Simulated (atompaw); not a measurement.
# Ge: generating and testing a PAW (atompaw) potential

Aim: build the potential from the settings below, then test how well it stands in for the atom: scattering, ghost states and the plane-wave cutoff that it needs.

Program: atompaw 4.2.0.5. Reference atom: PBE, scalar-relativistic, spherical and spin-unpolarised. All values are calculated.

### 1 Starting point

Typed settings, in words:

- element: germanium (Ge, Z = 32)
- type: PAW
- frozen core: [Ar]
- valence charge: 14
- reference configuration: 3d10 4s1.75 4p2.25
- partial waves: 4s (bound): rc 1.65 bohr; 4s channel at 4.4 Ry: rc 2.55 bohr; 4p (bound): rc 2.55 bohr; 4p channel at 0.3 Ry: rc 2.55 bohr; 3d (bound): rc 0.70 bohr; 3d channel at -1.7 Ry: rc 0.70 bohr
- local potential: bessel scheme, radius 2.45 bohr
- core correction: smooth core density matched at 1.35 bohr
- augmentation charge: besselshape compensation charge, radius 1.95 bohr; PAW radius 2.55 bohr; waves and projectors: custom rrkj vanderbiltortho

An earlier all-electron run gives the scale for the radii.

All-electron outer shells of the reference configuration (PBE, scalar-relativistic, ld1.x):

| shell | level (eV) | outermost node (bohr) | outermost maximum (bohr) |
| --- | --- | --- | --- |
| 3s | -168.95 | 0.26 | 0.54 |
| 3p | -116.08 | 0.23 | 0.54 |
| 3d | -29.76 | – | 0.50 |
| 4s | -11.98 | 0.77 | 1.73 |
| 4p | -4.07 | 0.82 | 2.19 |

### 2 Generation

Contents of Ge.input:

```
Ge 32
GGA-PBE scalarrelativistic loggrid 1500 logderivrange -4 5 226
4 4 3 0 0 0
4 0 1.75
4 1 2.25
0 0 0
c
c
c
v
c
c
v
v
2
2.55 1.95 2.45 1.35
y
4.4
n
y
0.3
n
y
-1.7
n
custom rrkj vanderbiltortho besselshape
bessel
1.65
2.55
2.55
2.55
0.70
0.70
PWSCFOUT
UPFDX 0.0125d0 UPFXMIN -7.d0 UPFZMESH 32.d0
END
```

Launch:

```bash
$ atompaw < Ge.input > Ge.log
```

**Question.** What will these runs give? Wanted: cutoffs for 10 and 1 mRy, occupied levels; bound ghosts; largest phase difference near zero energy, channels read; lowest eigenvalue of the overlap; share of valence orbitals outside the PAW sphere; UPF file.

As calculated:

| quantity | value |
| --- | --- |
| cutoffs for 10 and 1 mRy, occupied levels | over 300 Ry and over 300 Ry |
| bound ghosts | none found |
| largest phase difference near zero energy, channels read | 0.037 rad |
| lowest eigenvalue of the overlap (Bessel basis) | 0.126 (s) |
| share of valence orbitals outside the PAW sphere | 4s 25 %, 4p 53 %, 3d 0 % |
| UPF file | written |

What this shows: The potential is very hard: the looser tolerance needs over 300 Ry. The slowest occupied level is 3d: taken alone it needs over 300 Ry to come within 1 mRy, against 15 Ry for 4s. No bound ghost shows below the valence levels. Of the channels read, d scatters worst near zero energy, by up to 0.04 rad (at the energies tabulated). All of this concerns the isolated atom, not yet a solid.
